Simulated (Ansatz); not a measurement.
Crystal: Ta3N.

```xyz
4
Lattice="3.0322 0.0000 0.0000 -1.5161 2.6260 0.0000 0.0000 0.0000 7.5241" Properties=species:S:1:pos:R:3 pbc="T T T"
Ta    1.5161    0.8753    6.2155
Ta    0.0000    1.7507    1.3087
Ta    0.0000    0.0000    3.7621
N     0.0000    0.0000    0.0000
```

The cell comes from a database or a generator and needn't be the stable form of this composition.

Base run:

```yaml
Program: Ansatz 0.2.0
Functional: PBEsol
Potentials_or_basis: Ansatz PAW
Cutoff: 420 eV
Density_cutoff: 1680 eV
k_mesh: 10 × 10 × 4
Occupations: fermi-dirac, width 0.05 eV
Spin: no spin polarisation
```

Its results: band gap on the k mesh none (metal or under the smearing width); pressure -8.1 GPa; largest force 0.394 eV/Å.

Problem. The run is repeated on the same cell with these changes: functional from PBEsol to r2SCAN; cutoff from 420 eV to 500 eV; density cutoff from 1680 eV to 2000 eV. What comes out?

Solution. Band gap on the k mesh none (metal or under the smearing width); pressure -4.0 GPa; largest force 0.072 eV/Å.

Caveats: the PAW data sets come from PBE, with cores solved anew for the run's functional, which leaves a small shift of forces and pressure.

Not every run made on this cell is shown here.
